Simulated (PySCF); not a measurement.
# A gas-phase reaction: CH6Si + N2O → CH6OSi + N2

Aim: the reaction energy of `C[SiH3]` + `[N-]=[N+]=O` → `C[SiH2]O` + `N#N`.

Programs: PySCF 2.14.0. All values are calculated, for the isolated system unless a continuum is named. Atoms count from 0, parts from 1.

## (1) The system as given

Each species was relaxed by itself at PBE0-D3(BJ)/def2-SVPD.

## (2) Energies of the species: wB97M-D3(BJ)/def2-TZVPD

Job settings and geometry (Å):

```
{"job": {"kind": "react", "xc": "wB97M-D3(BJ)", "basis": "def2-TZVPD"}, "charge": 0, "multiplicity": 1}
-1 CH6Si charge 0 multiplicity 1
C      0.989990    -0.059810    -0.002750
Si    -0.885700     0.062460    -0.011600
H      1.421780     0.450240    -0.876290
H      1.410220     0.403500     0.901930
H      1.316090    -1.109900    -0.028200
H     -1.321070     1.491920     0.025160
H     -1.465100    -0.634300     1.177120
H     -1.449430    -0.567280    -1.244430

-1 N2O charge 0 multiplicity 1
N      1.146540    -0.017560     0.000100
N      0.021770    -0.010680    -0.002760
O     -1.155090    -0.003480    -0.005760

+1 CH6OSi charge 0 multiplicity 1
C     -1.142980    -0.291560     0.035460
Si     0.505720     0.576430    -0.132800
O      1.736060    -0.223000     0.686680
H     -1.932140     0.306050    -0.447080
H     -1.131970    -1.280000    -0.447780
H     -1.414480    -0.426080     1.092660
H      0.468610     1.927660     0.491320
H      0.848720     0.701650    -1.584520
H      1.922700    -1.133190     0.448590

+1 N2 charge 0 multiplicity 1
N      0.540730     0.066790     0.065330
N     -0.540730    -0.066790    -0.065330
```

With the program's defaults for keys left out, this is: wB97M-D3(BJ)/def2-TZVPD reaction energy of separated species, gas phase.

Command:

```console
$ OMP_NUM_THREADS=1 python cluster_run.py task.json out
```

One launch serves the whole session: the jobs run in the order shown.

The program printed:

```text
species 1 (CH6Si)
coarse grid: 26424 points
cycle   1  E = -331.2614556548  dE = -2.119e-01  |g| = 1.897e-01  |ddm| = 2.006e+00
cycle   2  E = -331.2679835219  dE = -6.528e-03  |g| = 1.138e-01  |ddm| = 3.623e-01
cycle   3  E = -331.2708432286  dE = -2.860e-03  |g| = 1.990e-02  |ddm| = 9.097e-02
cycle   4  E = -331.2709731581  dE = -1.299e-04  |g| = 5.422e-03  |ddm| = 3.067e-02
cycle   5  E = -331.2709797006  dE = -6.542e-06  |g| = 7.040e-04  |ddm| = 8.024e-03
final grid: 55368 points
cycle   6  E = -331.2709484928  dE = -3.181e-07  |g| = 2.623e-04  |ddm| = 4.694e-03
cycle   7  E = -331.2709485300  dE = -3.717e-08  |g| = 1.323e-04  |ddm| = 8.587e-04
cycle   8  E = -331.2709485360  dE = -6.025e-09  |g| = 4.828e-05  |ddm| = 1.783e-04
cycle   9  E = -331.2709485376  dE = -1.588e-09  |g| = 1.489e-05  |ddm| = 1.334e-04
cycle  10  E = -331.2709485377  dE = -6.639e-11  |g| = 1.298e-06  |ddm| = 2.276e-05
converged SCF energy = -331.2709485377

species 2 (N2O)
coarse grid: 15424 points
cycle   1  E = -184.6618524074  dE =  6.982e-01  |g| = 8.261e-01  |ddm| = 1.717e+00
cycle   2  E = -184.5841225516  dE =  7.773e-02  |g| = 1.134e+00  |ddm| = 9.885e-01
cycle   3  E = -184.7852495550  dE = -2.011e-01  |g| = 1.175e-01  |ddm| = 4.952e-01
cycle   4  E = -184.7864125470  dE = -1.163e-03  |g| = 8.425e-02  |ddm| = 1.014e-01
cycle   5  E = -184.7877139734  dE = -1.301e-03  |g| = 1.003e-02  |ddm| = 4.527e-02
cycle   6  E = -184.7877342759  dE = -2.030e-05  |g| = 1.578e-03  |ddm| = 1.117e-02
cycle   7  E = -184.7877351676  dE = -8.917e-07  |g| = 4.463e-04  |ddm| = 4.009e-03
final grid: 33192 points
cycle   8  E = -184.7877162863  dE = -2.516e-08  |g| = 5.813e-04  |ddm| = 1.928e-03
cycle   9  E = -184.7877161416  dE =  1.447e-07  |g| = 1.087e-03  |ddm| = 7.543e-04
cycle  10  E = -184.7877163574  dE = -2.158e-07  |g| = 4.351e-05  |ddm| = 5.313e-04
cycle  11  E = -184.7877163579  dE = -5.348e-10  |g| = 2.681e-05  |ddm| = 9.347e-05
converged SCF energy = -184.7877163579

species 3 (CH6OSi)
coarse grid: 31608 points
cycle   1  E = -406.5167469028  dE =  3.171e-02  |g| = 6.715e-01  |ddm| = 2.143e+00
cycle   2  E = -406.5000210787  dE =  1.673e-02  |g| = 7.804e-01  |ddm| = 9.059e-01
cycle   3  E = -406.6014515381  dE = -1.014e-01  |g| = 4.485e-02  |ddm| = 4.262e-01
cycle   4  E = -406.6018722626  dE = -4.207e-04  |g| = 1.834e-02  |ddm| = 5.285e-02
cycle   5  E = -406.6019531518  dE = -8.089e-05  |g| = 4.139e-03  |ddm| = 2.010e-02
cycle   6  E = -406.6019580719  dE = -4.920e-06  |g| = 6.713e-04  |ddm| = 5.466e-03
final grid: 66576 points
cycle   7  E = -406.6019324071  dE = -1.854e-07  |g| = 3.282e-04  |ddm| = 3.050e-03
cycle   8  E = -406.6019324279  dE = -2.075e-08  |g| = 2.217e-04  |ddm| = 6.199e-04
cycle   9  E = -406.6019324390  dE = -1.113e-08  |g| = 4.412e-05  |ddm| = 1.752e-04
cycle  10  E = -406.6019324397  dE = -6.772e-10  |g| = 2.378e-05  |ddm| = 7.796e-05
converged SCF energy = -406.6019324397

species 4 (N2)
coarse grid: 10240 points
cycle   1  E = -109.6045722989  dE =  4.455e-02  |g| = 1.682e-01  |ddm| = 1.300e+00
cycle   2  E = -109.6103832411  dE = -5.811e-03  |g| = 7.387e-02  |ddm| = 1.523e-01
cycle   3  E = -109.6112837418  dE = -9.005e-04  |g| = 6.548e-03  |ddm| = 4.575e-02
cycle   4  E = -109.6112979252  dE = -1.418e-05  |g| = 1.069e-03  |ddm| = 1.769e-02
cycle   5  E = -109.6112984055  dE = -4.803e-07  |g| = 2.349e-04  |ddm| = 1.190e-03
final grid: 21984 points
cycle   6  E = -109.6112967222  dE = -3.469e-08  |g| = 7.903e-05  |ddm| = 6.427e-04
cycle   7  E = -109.6112967250  dE = -2.791e-09  |g| = 3.026e-05  |ddm| = 1.454e-04
cycle   8  E = -109.6112967253  dE = -2.798e-10  |g| = 8.391e-06  |ddm| = 5.310e-05
converged SCF energy = -109.6112967253

Reaction energy = -97.197 kcal/mol
```

Wall time 15 s (1 thread of Arm Neoverse V1, shared host); peak memory 0.59 GiB.

Species by species (with the dispersion term, which the log's SCF energies lack):

| ν | species | energy (Eh) | HOMO (eV) |
| --- | --- | --- | --- |
| -1 | C[SiH3] | -331.27719 | -11.56 |
| -1 | [N-]=[N+]=O | -184.78947 | -12.17 |
| +1 | C[SiH2]O | -406.60952 | -10.86 |
| +1 | N#N | -109.61204 | -14.89 |

## (3) Energies of the species: PBE0-D3(BJ)/def2-TZVPD

Same as in step 2 but for these lines:

```diff
@@ -1,2 +1,2 @@
-{"job": {"kind": "react", "xc": "wB97M-D3(BJ)", "basis": "def2-TZVPD"}, "charge": 0, "multiplicity": 1}
+{"job": {"kind": "react", "xc": "PBE0", "basis": "def2-TZVPD", "disp": "d3bj"}, "charge": 0, "multiplicity": 1}
 -1 CH6Si charge 0 multiplicity 1
```

Level: PBE0-D3(BJ)/def2-TZVPD reaction energy of separated species, gas phase.

The program printed:

```text
species 1 (CH6Si)
coarse grid: 6432 points
cycle   1  E = -331.0317971260  dE = -2.275e-01  |g| = 2.995e-01  |ddm| = 2.004e+00
cycle   2  E = -331.0246282182  dE =  7.169e-03  |g| = 3.338e-01  |ddm| = 4.535e-01
cycle   3  E = -331.0533640536  dE = -2.874e-02  |g| = 2.085e-02  |ddm| = 2.167e-01
cycle   4  E = -331.0534816956  dE = -1.176e-04  |g| = 4.081e-03  |ddm| = 2.219e-02
cycle   5  E = -331.0534850283  dE = -3.333e-06  |g| = 5.367e-04  |ddm| = 4.969e-03
final grid: 55368 points
cycle   6  E = -331.0501800324  dE = -1.439e-05  |g| = 4.524e-03  |ddm| = 7.007e-02
cycle   7  E = -331.0501776652  dE =  2.367e-06  |g| = 5.418e-03  |ddm| = 6.537e-03
cycle   8  E = -331.0501850246  dE = -7.359e-06  |g| = 1.149e-04  |ddm| = 3.355e-03
cycle   9  E = -331.0501850287  dE = -4.065e-09  |g| = 3.241e-05  |ddm| = 2.636e-04
cycle  10  E = -331.0501850290  dE = -3.196e-10  |g| = 4.470e-06  |ddm| = 4.810e-05
converged SCF energy = -331.0501850290

species 2 (N2O)
coarse grid: 3216 points
cycle   1  E = -184.4535278875  dE =  7.159e-01  |g| = 7.390e-01  |ddm| = 1.711e+00
cycle   2  E = -184.1503858347  dE =  3.031e-01  |g| = 1.537e+00  |ddm| = 1.024e+00
cycle   3  E = -184.5235209922  dE = -3.731e-01  |g| = 3.651e-01  |ddm| = 7.202e-01
cycle   4  E = -184.5487841931  dE = -2.526e-02  |g| = 9.414e-02  |ddm| = 2.242e-01
cycle   5  E = -184.5504312076  dE = -1.647e-03  |g| = 6.997e-03  |ddm| = 4.642e-02
cycle   6  E = -184.5504383257  dE = -7.118e-06  |g| = 2.067e-03  |ddm| = 4.688e-03
final grid: 33192 points
cycle   7  E = -184.5460659641  dE =  2.287e-05  |g| = 1.443e-02  |ddm| = 4.924e-02
cycle   8  E = -184.5457695608  dE =  2.964e-04  |g| = 4.136e-02  |ddm| = 2.669e-02
cycle   9  E = -184.5461037406  dE = -3.342e-04  |g| = 2.920e-03  |ddm| = 2.052e-02
cycle  10  E = -184.5461052492  dE = -1.509e-06  |g| = 4.856e-04  |ddm| = 1.401e-03
cycle  11  E = -184.5461052868  dE = -3.757e-08  |g| = 8.087e-05  |ddm| = 2.521e-04
cycle  12  E = -184.5461052882  dE = -1.420e-09  |g| = 1.161e-05  |ddm| = 7.082e-05
cycle  13  E = -184.5461052882  dE = -2.922e-11  |g| = 5.718e-07  |ddm| = 7.494e-06
converged SCF energy = -184.5461052882

species 3 (CH6OSi)
coarse grid: 7520 points
cycle   1  E = -406.1837155263  dE =  2.809e-02  |g| = 7.530e-01  |ddm| = 2.242e+00
cycle   2  E = -406.0109164172  dE =  1.728e-01  |g| = 1.213e+00  |ddm| = 1.185e+00
cycle   3  E = -406.2866331550  dE = -2.757e-01  |g| = 1.107e-01  |ddm| = 7.378e-01
cycle   4  E = -406.2889238511  dE = -2.291e-03  |g| = 4.204e-02  |ddm| = 8.722e-02
cycle   5  E = -406.2893513802  dE = -4.275e-04  |g| = 5.301e-03  |ddm| = 2.912e-02
cycle   6  E = -406.2893577153  dE = -6.335e-06  |g| = 7.131e-04  |ddm| = 4.483e-03
final grid: 66576 points
cycle   7  E = -406.2852794732  dE = -2.358e-05  |g| = 6.587e-03  |ddm| = 8.045e-02
cycle   8  E = -406.2852705348  dE =  8.938e-06  |g| = 9.361e-03  |ddm| = 9.227e-03
cycle   9  E = -406.2852881933  dE = -1.766e-05  |g| = 9.293e-04  |ddm| = 5.301e-03
cycle  10  E = -406.2852883435  dE = -1.502e-07  |g| = 1.605e-04  |ddm| = 6.166e-04
cycle  11  E = -406.2852883500  dE = -6.472e-09  |g| = 2.595e-05  |ddm| = 1.443e-04
cycle  12  E = -406.2852883501  dE = -1.473e-10  |g| = 4.644e-06  |ddm| = 2.563e-05
converged SCF energy = -406.2852883501

species 4 (N2)
coarse grid: 2128 points
cycle   1  E = -109.4495356007  dE =  1.300e-01  |g| = 1.031e-01  |ddm| = 1.274e+00
cycle   2  E = -109.4509699427  dE = -1.434e-03  |g| = 4.738e-02  |ddm| = 1.018e-01
cycle   3  E = -109.4513929027  dE = -4.230e-04  |g| = 9.132e-03  |ddm| = 3.531e-02
cycle   4  E = -109.4514095794  dE = -1.668e-05  |g| = 5.126e-04  |ddm| = 5.400e-03
cycle   5  E = -109.4514096266  dE = -4.719e-08  |g| = 7.832e-05  |ddm| = 4.388e-04
final grid: 21984 points
cycle   6  E = -109.4466152669  dE = -6.441e-06  |g| = 2.510e-03  |ddm| = 5.626e-02
cycle   7  E = -109.4466159088  dE = -6.419e-07  |g| = 1.574e-03  |ddm| = 2.650e-03
cycle   8  E = -109.4466164015  dE = -4.927e-07  |g| = 4.486e-05  |ddm| = 9.739e-04
cycle   9  E = -109.4466164019  dE = -3.968e-10  |g| = 4.847e-06  |ddm| = 5.060e-05
converged SCF energy = -109.4466164019

Reaction energy = -85.360 kcal/mol
```

Run time: 7.3 s. Hardware: 1 thread of Arm Neoverse V1, shared host; peak memory 0.56 GiB.

Reaction energy at this level: -85.36 kcal/mol.

## (4) Reaction energy: MP2/def2-TZVPD

Same as in step 3 but for these lines:

```diff
@@ -1,2 +1,2 @@
-{"job": {"kind": "react", "xc": "PBE0", "basis": "def2-TZVPD", "disp": "d3bj"}, "charge": 0, "multiplicity": 1}
+{"job": {"kind": "react", "xc": "MP2", "basis": "def2-TZVPD"}, "charge": 0, "multiplicity": 1}
 -1 CH6Si charge 0 multiplicity 1
```

Method: MP2/def2-TZVPD reaction energy of separated species, gas phase.

The program printed:

```text
species 1 (CH6Si)
final grid: 55368 points
cycle   1  E = -330.2944303263  dE = -2.366e-01  |g| = 2.316e-01  |ddm| = 1.887e+00
cycle   2  E = -330.3174227253  dE = -2.299e-02  |g| = 6.313e-02  |ddm| = 3.943e-01
cycle   3  E = -330.3195075719  dE = -2.085e-03  |g| = 1.687e-02  |ddm| = 1.297e-01
cycle   4  E = -330.3196045963  dE = -9.702e-05  |g| = 3.192e-03  |ddm| = 2.194e-02
cycle   5  E = -330.3196119570  dE = -7.361e-06  |g| = 9.721e-04  |ddm| = 9.875e-03
cycle   6  E = -330.3196124897  dE = -5.326e-07  |g| = 3.006e-04  |ddm| = 2.390e-03
cycle   7  E = -330.3196125435  dE = -5.381e-08  |g| = 5.606e-05  |ddm| = 7.479e-04
cycle   8  E = -330.3196125459  dE = -2.464e-09  |g| = 1.001e-05  |ddm| = 2.070e-04
cycle   9  E = -330.3196125460  dE = -7.941e-11  |g| = 1.500e-06  |ddm| = 4.173e-05
converged SCF energy = -330.3196125460

species 2 (N2O)
final grid: 33192 points
cycle   1  E = -183.6407214234  dE =  7.812e-01  |g| = 7.883e-01  |ddm| = 1.636e+00
cycle   2  E = -183.6997021749  dE = -5.898e-02  |g| = 5.972e-01  |ddm| = 7.870e-01
cycle   3  E = -183.7582043015  dE = -5.850e-02  |g| = 6.196e-02  |ddm| = 2.991e-01
cycle   4  E = -183.7590473917  dE = -8.431e-04  |g| = 1.829e-02  |ddm| = 5.670e-02
cycle   5  E = -183.7591874914  dE = -1.401e-04  |g| = 1.075e-02  |ddm| = 2.987e-02
cycle   6  E = -183.7592128502  dE = -2.536e-05  |g| = 3.404e-03  |ddm| = 1.078e-02
cycle   7  E = -183.7592192539  dE = -6.404e-06  |g| = 1.237e-03  |ddm| = 7.350e-03
cycle   8  E = -183.7592198020  dE = -5.481e-07  |g| = 1.482e-04  |ddm| = 1.882e-03
cycle   9  E = -183.7592198121  dE = -1.005e-08  |g| = 1.728e-05  |ddm| = 3.667e-04
cycle  10  E = -183.7592198122  dE = -1.151e-10  |g| = 4.196e-06  |ddm| = 4.127e-05
converged SCF energy = -183.7592198122

species 3 (CH6OSi)
final grid: 66576 points
cycle   1  E = -405.2048025439  dE = -2.245e-02  |g| = 5.328e-01  |ddm| = 2.047e+00
cycle   2  E = -405.2529712573  dE = -4.817e-02  |g| = 3.276e-01  |ddm| = 6.204e-01
cycle   3  E = -405.2713048777  dE = -1.833e-02  |g| = 5.082e-02  |ddm| = 1.952e-01
cycle   4  E = -405.2721821155  dE = -8.772e-04  |g| = 8.096e-03  |ddm| = 6.798e-02
cycle   5  E = -405.2722119653  dE = -2.985e-05  |g| = 1.687e-03  |ddm| = 1.370e-02
cycle   6  E = -405.2722137412  dE = -1.776e-06  |g| = 4.271e-04  |ddm| = 5.181e-03
cycle   7  E = -405.2722138629  dE = -1.217e-07  |g| = 1.073e-04  |ddm| = 1.412e-03
cycle   8  E = -405.2722138700  dE = -7.156e-09  |g| = 2.374e-05  |ddm| = 3.084e-04
cycle   9  E = -405.2722138703  dE = -2.892e-10  |g| = 7.158e-06  |ddm| = 5.558e-05
converged SCF energy = -405.2722138703

species 4 (N2)
final grid: 21984 points
cycle   1  E = -108.9673651447  dE =  4.860e-02  |g| = 2.948e-01  |ddm| = 1.230e+00
cycle   2  E = -108.9868232642  dE = -1.946e-02  |g| = 8.978e-02  |ddm| = 1.852e-01
cycle   3  E = -108.9883077278  dE = -1.484e-03  |g| = 1.594e-02  |ddm| = 6.313e-02
cycle   4  E = -108.9884053470  dE = -9.762e-05  |g| = 1.828e-03  |ddm| = 2.422e-02
cycle   5  E = -108.9884063627  dE = -1.016e-06  |g| = 1.998e-04  |ddm| = 3.068e-03
cycle   6  E = -108.9884063833  dE = -2.059e-08  |g| = 4.401e-05  |ddm| = 4.052e-04
cycle   7  E = -108.9884063844  dE = -1.075e-09  |g| = 4.188e-06  |ddm| = 7.048e-05
cycle   8  E = -108.9884063844  dE = -6.452e-12  |g| = 2.888e-07  |ddm| = 1.755e-05
converged SCF energy = -108.9884063844

Reaction energy = -93.617 kcal/mol
```

It took 3.4 s on 1 thread of Arm Neoverse V1, shared host; peak memory 0.43 GiB.

Reaction energy at this level: -93.62 kcal/mol.

## (5) Comparing the runs

Energies in kcal/mol, with wall time:

| run | reaction | time |
| --- | --- | --- |
| wB97M-D3(BJ)/def2-TZVPD | -97.20 | 15 s |
| PBE0-D3(BJ)/def2-TZVPD | -85.36 | 7.3 s |
| MP2/def2-TZVPD | -93.62 | 3.4 s |

## (6) Results

| quantity | value |
| --- | --- |
| reaction energy (wB97M-D3(BJ)/def2-TZVPD) | -97.20 kcal/mol |
| ΔH, ΔG at 298 K (xTB thermal terms) | -96.7, -97.5 kcal/mol |
| range of the reaction energy over the runs of this table | -97.20 to -85.36 kcal/mol |

**Reading.** The reaction is exothermic by 96.7 kcal/mol in the gas phase; dispersion gives -0.21, and xTB itself gave -22.97 for the electronic energy (xTB energies and thermal terms come from the earlier relaxation of each species, not shown). No barrier was sought. xTB and this level differ widely in the electronic energy, so what comes from xTB (the thermal terms above all) is less safe here. The reaction energy runs from -97.20 (wB97M-D3(BJ)/def2-TZVPD) to -85.36 kcal/mol (PBE0-D3(BJ)/def2-TZVPD).
